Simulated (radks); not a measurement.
# Si in [Ne] 3s2 4f2: an all-electron calculation

One table from this session's results is given with a row withheld; the runs are named, their logs left out.

Method: Dirac Kohn-Sham, LDA (Slater exchange, Perdew-Wang correlation), spin-unpolarised, spherical densities, point nucleus; open shells are shared between the two j in proportion to 2j + 1. Code: radks (a radial shooting solver on a logarithmic mesh, Libxc functionals) version 1.

### The atom as given

```
element       : silicon (Z = 14)
charge        : 0
electrons     : 14
configuration : [Ne] 3s2 4f2
```

Outer shells as boxes (Hund's rule):

Si
```
[Ne] core
3s [↑↓]
4f [↑ ][↑ ][  ][  ][  ][  ][  ]
```

The first run:

The run's settings:

```text
Z 14
configuration [Ne] 3s2 4f2 3p0 4s0 3d0 5f0
relativity Dirac
functional lda,pw
spin unpolarised
j_filling average
nucleus point
c 137.035999084
```

One of the session's tables, all rows but one given; the rest of the session is left out.

It belongs to the step «Orbitals and density». Sizes of the orbitals, from the radial functions (bohr):

| level | <r> | outermost maximum (interpolated) | 90 % within | nodes |
| --- | --- | --- | --- | --- |
| 1s1/2 | 0.1116 | 0.0728 | 0.200 | 0 |
| 2s1/2 | 0.5696 | 0.456 | 0.898 | 1 |
| 2p1/2 | 0.5355 | 0.385 | 0.901 | 0 |
| 2p3/2 | 0.5377 | 0.387 | 0.905 | 0 |
| 3s1/2 | 1.951 | 1.69 | 2.91 | 2 |
| 3p1/2 | ? | ? | ? | ? |
| 3p3/2 | 2.242 | 1.90 | 3.41 | 1 |
| 3d3/2 | 3.228 | 2.53 | 5.19 | 0 |
| 3d5/2 | 3.228 | 2.53 | 5.19 | 0 |
| 4s1/2 | 5.128 | 4.63 | 7.48 | 3 |
| 4f5/2 | 10.70 | 9.39 | 15.8 | 0 |
| 4f7/2 | 10.70 | 9.39 | 15.8 | 0 |

**Question.** Estimate the row for 3p1/2.

As computed: <r>: 2.237; outermost maximum (interpolated): 1.90; 90 % within: 3.40; nodes: 1. In the column «<r>» it lies between 3s1/2 (1.951) and 3p3/2 (2.242).
